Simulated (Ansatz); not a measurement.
# AlH7O3Si2: the cost of one run

Method: r2SCAN/6-31G*; program: Ansatz 0.2.0, Gaussian basis.

**1. The geometry**

An earlier PBE0-D4 in a triple-zeta def2 set relaxation fixed the geometry.

SMILES `[OH][Al]([O][SiH3])[O][SiH3]`, 13 atoms, charge 0, spin multiplicity 1.

Atoms are counted from 1 here; the program's logs count them from 0.

Bond lengths: O1–Al2 1.684 Å, O1–H7 0.956 Å, Al2–O3 1.669 Å, Al2–O5 1.675 Å, O3–Si4 1.623 Å, Si4–H8 1.487 Å, Si4–H9 1.487 Å, Si4–H10 1.487 Å, O5–Si6 1.625 Å, Si6–H11 1.487 Å, Si6–H12 1.488 Å, Si6–H13 1.487 Å. Angles: Al2–O1–H7 122.4°, O1–Al2–O3 118.6°, O1–Al2–O5 121.1°, O3–Al2–O5 120.3°, Al2–O3–Si4 168.1°, O3–Si4–H8 109.7°, O3–Si4–H9 110.2°, O3–Si4–H10 110.4°, H8–Si4–H9 108.8°, H8–Si4–H10 108.8°, H9–Si4–H10 108.9°, Al2–O5–Si6 161.4°, O5–Si6–H11 109.7°, O5–Si6–H12 110.9°, O5–Si6–H13 109.7°, H11–Si6–H12 108.8°, H11–Si6–H13 108.9°, H12–Si6–H13 108.8°.

Geometry (Å):

```mol
AlH7O3Si2
  3D, bonds by distance, orders not assigned

 13 12  0  0  0  0  0  0  0  0999 V2000
    1.4876    1.6917   -1.4433 O   0  0
    0.4819    0.6528   -0.5795 Al  0  0
    1.1594   -0.3213    0.5942 O   0  0
    2.1064   -1.1178    1.6449 Si  0  0
   -1.1644    0.5910   -0.8839 O   0  0
   -2.7324    0.1725   -0.7975 Si  0  0
    1.1578    2.2719   -2.1271 H   0  0
    1.3163   -2.1725    2.3331 H   0  0
    2.6445   -0.1792    2.6652 H   0  0
    3.2442   -1.7591    0.9337 H   0  0
   -3.1900   -0.3300   -2.1198 H   0  0
   -2.9431   -0.8930    0.2192 H   0  0
   -3.5478    1.3586   -0.4246 H   0  0
  1  2  8  0
  2  3  8  0
  3  4  8  0
  2  5  8  0
  5  6  8  0
  1  7  8  0
  4  8  8  0
  4  9  8  0
  4 10  8  0
  6 11  8  0
  6 12  8  0
  6 13  8  0
M  END
```

**2. Dynamics**

File in.yaml:

```yaml
crystal:
  periodic: [false, false, false]
  atoms:
    - {symbol: O, position_ang: [1.487619, 1.691729, -1.443258]}
    - {symbol: Al, position_ang: [0.481946, 0.652759, -0.579519]}
    - {symbol: O, position_ang: [1.159354, -0.321349, 0.594210]}
    - {symbol: Si, position_ang: [2.106376, -1.117844, 1.644933]}
    - {symbol: O, position_ang: [-1.164406, 0.590976, -0.883935]}
    - {symbol: Si, position_ang: [-2.732403, 0.172478, -0.797456]}
    - {symbol: H, position_ang: [1.157763, 2.271899, -2.127077]}
    - {symbol: H, position_ang: [1.316284, -2.172526, 2.333076]}
    - {symbol: H, position_ang: [2.644488, -0.179199, 2.665229]}
    - {symbol: H, position_ang: [3.244199, -1.759068, 0.933727]}
    - {symbol: H, position_ang: [-3.190000, -0.330033, -2.119843]}
    - {symbol: H, position_ang: [-2.943120, -0.893000, 0.219216]}
    - {symbol: H, position_ang: [-3.547800, 1.358580, -0.424604]}
basis:
  gaussian: {orbitals: "6-31G*"}
hamiltonian: {xc: {name: r2SCAN}}
md: {timestep: 0.5 fs, n_steps: 20, ensemble: nvt_nose_hoover, temperature: 700, initial_velocities: maxwell_boltzmann, seed: 140}
```

On the command line:

```console
> ansatz run in.yaml --threads 8 --pin off --events-out ev --progress --plain --max-ram 18278MiB
```

**Question.** How long does this run take on 8 threads of Arm Neoverse V1, shared host, and how much memory does it need?

About 39 s, with a peak of 0.69 GiB.
